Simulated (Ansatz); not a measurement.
# CH5SSb: up Jacob's ladder to CCSD(T)

Aim: compute CH5SSb with functionals from several rungs and with coupled cluster. The yardstick is the atomisation energy at the CCSD(T) limit.

The runs use Ansatz 0.2.0, Gaussian basis; functionals in def2-TZVPP, the program's frozen cores in correlated methods.

Levels to be run: LDA (SPW92), PBE-D4, revPBE-D4, BLYP-D4, r2SCAN-D4, B97M-V, PBE0-D4, B3LYP-D4, r2SCANh-D4, r2SCAN0-D4, HSE06-D4, BHLYP-D4, CAM-B3LYP-D4, LC-ωPBE, ωB97X-V, ωB97M-V, B2PLYP, PBE-QIDH; CCSD(T)/def2-SVP; CCSD(T)/def2-TZVPP; MP2/def2-QZVPP; extrapolation to the limit; RPA on PBE.

**1. The geometry**

An earlier PBE0-D4 in a triple-zeta def2 set relaxation fixed the geometry. Sb takes the def2 core potential; no spin-orbit term is included.

SMILES `[CH3][SbH][SH]`, 8 atoms, charge 0, spin multiplicity 1.

Atoms are counted from 1 here; the program's logs count them from 0.

Bond lengths: C1–Sb2 2.155 Å, C1–H4 1.090 Å, C1–H5 1.089 Å, C1–H6 1.092 Å, Sb2–S3 2.429 Å, Sb2–H7 1.715 Å, S3–H8 1.343 Å. Angles: Sb2–C1–H4 108.5°, Sb2–C1–H5 110.7°, Sb2–C1–H6 108.9°, H4–C1–H5 109.7°, H4–C1–H6 109.4°, H5–C1–H6 109.6°, C1–Sb2–S3 97.3°, C1–Sb2–H7 93.2°, S3–Sb2–H7 95.5°, Sb2–S3–H8 96.2°.

**2. LDA**

This LDA is Slater exchange with PW92 correlation.

Contents of in.yaml:

```yaml
crystal:
  periodic: [false, false, false]
  atoms:
    - {symbol: C, position_ang: [-0.724000, 0.806223, -0.383962]}
    - {symbol: Sb, position_ang: [1.341323, 0.192337, -0.437228]}
    - {symbol: S, position_ang: [1.388770, -0.922610, 1.720267]}
    - {symbol: H, position_ang: [-0.828991, 1.601748, 0.353183]}
    - {symbol: H, position_ang: [-1.367239, -0.030386, -0.115915]}
    - {symbol: H, position_ang: [-1.006382, 1.185205, -1.367912]}
    - {symbol: H, position_ang: [0.998926, -1.220833, -1.345903]}
    - {symbol: H, position_ang: [0.289792, -1.668883, 1.521669]}
basis:
  gaussian: {orbitals: def2-TZVPP}
hamiltonian: {xc: lda}
output: {orbitals: {seedname: orbitals}}
```

Run with:

```console
$ ansatz run in.yaml --threads 2 --pin off --events-out ev --progress --plain --max-ram 4352MiB
```

The runs that follow: PBE-D4 (GGA); revPBE-D4 (GGA); BLYP-D4 (GGA); r2SCAN-D4 (meta-GGA); B97M-V (meta-GGA); PBE0-D4 (hybrid); B3LYP-D4 (hybrid); r2SCANh-D4 (hybrid); r2SCAN0-D4 (hybrid); HSE06-D4 (hybrid); BHLYP-D4 (hybrid); CAM-B3LYP-D4 (range-separated); LC-ωPBE (range-separated); ωB97X-V (range-separated); ωB97M-V (range-separated); B2PLYP (double hybrid); PBE-QIDH (double hybrid); CCSD(T) in def2-SVP; CCSD(T) in def2-TZVPP; MP2 in def2-QZVPP; RPA on PBE orbitals.

**Question.** What will the summary of the whole plan be? Wanted: atomisation energy, CCSD(T)/CBS; farthest beyond LDA; mean size of error, GGA; mean size of error, meta-GGA; mean size of error, hybrid; mean size of error, range-separated; mean size of error, double hybrid; gap, smallest and largest; T1 diagnostic.

The runs gave:

```
                               quantity                                                                                    value
        atomisation energy, CCSD(T)/CBS                                                                           579.5 kcal/mol
functionals within 5.8 kcal/mol (1.0 %)  BLYP-D4, r2SCAN-D4, B97M-V, PBE0-D4, B3LYP-D4, HSE06-D4, CAM-B3LYP-D4, ωB97X-V, ωB97M-V
                    farthest beyond LDA                                                                BHLYP-D4 (-15.6 kcal/mol)
                mean size of error, GGA                                                                             4.2 kcal/mol
           mean size of error, meta-GGA                                                                             4.3 kcal/mol
             mean size of error, hybrid                                                                             6.9 kcal/mol
    mean size of error, range-separated                                                                             5.2 kcal/mol
      mean size of error, double hybrid                                                                            11.4 kcal/mol
              gap, smallest and largest                                                4.14 eV (LDA (SPW92)), 10.90 eV (LC-ωPBE)
                          T1 diagnostic                                                                                   0.0124
triples share of the correlation energy                                                                                    3.6 %
```

What this shows: LDA overbinds by 81.5 kcal/mol (14 %). PBE-D4 misses by +6.0 kcal/mol. Double hybrids carry the basis error of their MP2 part in triple zeta, and no dispersion term here, so their miss is partly the set-up's. The rungs GGA, meta-GGA, range-separated miss on average by less than the doubt on the reference (5.8 kcal/mol), so they tie. Misses under about 5.8 kcal/mol are within the doubt on the reference itself, which lacks core-valence correlation, spin-orbit coupling and higher excitations, and its outer-core shells are covered unevenly. All levels share the lack of spin-orbit coupling, which lowers the free heavy atoms and so the true binding. Hartree-Fock recovers 69 % of the binding; the rest is correlation. CCSD(T) in def2-SVP is off by -51.1 kcal/mol, so the small basis spoils what the method gains. Orbital gaps span 4.1 to 10.9 eV; exact exchange widens them. Correlated methods include outer-core shells of Sb, which these sets cover unevenly.
